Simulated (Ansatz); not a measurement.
# K3Ag: the cost of one run

Program: Ansatz 0.2.0. Level of theory: DFT r2SCAN, scalar-relativistic, plane waves, PAW. These are calculated values, not measurements.

2 further runs of the same task are left out: 1 that didn't finish, 1 set aside as unsound or not needed.

## Step 1: Starting point

It takes space group P4/mmm (No. 123, tetragonal). Conventional cell: a = 4.324 Å, b = 4.324 Å, c = 11.337 Å, α = 90.00°, β = 90.00°, γ = 90.00°. Around K (site symmetry 4mm) lie 4 Ag at 3.62 Å and 1 K at 3.88 Å. K (site symmetry 4/mmm) is surrounded by 4 K at 4.32 Å. Ag (site symmetry 4/mmm) is surrounded by 8 K at 3.62 Å.

As a file:

```
K Ag
1.0
     4.32399    0.00000    0.00000
     0.00000    4.32399    0.00000
     0.00000    0.00000   11.33669
K Ag
3 1
Cartesian
  0.0000 0.0000 9.3964
  2.1620 2.1620 5.6683
  0.0000 0.0000 1.9403
  2.1620 2.1620 0.0000
```

It is the end of an earlier relaxation with the same method, from a generated guess; it needn't be the stable form of this composition. At a tolerance of 0.05 Å it has space group P4/mmm (No. 123); it has 52.99 Å³/atom, an uncorrected energy of +0.04 eV/atom over the elements and, on its mesh, gap none (metal).

## Step 2: Level of theory: r2SCAN

Input file input.yaml:

```yaml
crystal:
  lattice:
    - [4.3239948, 0.0, 0.0]
    - [0.0, 4.3239948, 0.0]
    - [0.0, 0.0, 11.3366855]
  atoms:
    - { symbol: K, position: [0.0, 0.0, 0.828845] }
    - { symbol: K, position: [0.5, 0.5, 0.5] }
    - { symbol: K, position: [0.0, 0.0, 0.171155] }
    - { symbol: Ag, position: [0.5, 0.5, 0.0] }
basis:
  ecutwfc: 500
kpoints:
  mp_grid: { grid: [12, 12, 4] }
  band_path:
    path:
      - [[0.0, 0.0, 0.0], [0.0, 0.5, 0.0], [0.5, 0.5, 0.0], [0.0, 0.0, 0.0], [0.0, 0.0, 0.5], [0.0, 0.5, 0.5], [0.5, 0.5, 0.5], [0.0, 0.0, 0.5]]
      - [[0.0, 0.5, 0.0], [0.0, 0.5, 0.5]]
      - [[0.5, 0.5, 0.0], [0.5, 0.5, 0.5]]
    npoints: 14
hamiltonian:
  xc: r2scan
scf:
  occupations: { method: gaussian, width: 0.1 }
  n_extra_bands: 10
output:
  forces: true
  stress: true
  eigenvalues: true
  populations: true
  dos: { projected: true, de: 0.02, nscf_kmesh: { grid: [15, 15, 5] } }
  bader: true
  write_density: true
  write_potential: true
  elf: true
  volumetric_format: npy
```

Command:

```console
> ansatz run input.yaml --threads 1 --pin off --max-ram 3072MiB --backend cpu --events-out ev --progress --plain --runs-dir out
```

**Question.** How long does this run take on 1 thread of AMD EPYC 9R45 (Zen 5), shared host, and how much memory does it need?

About 78 s, with a peak of 1.3 GiB.
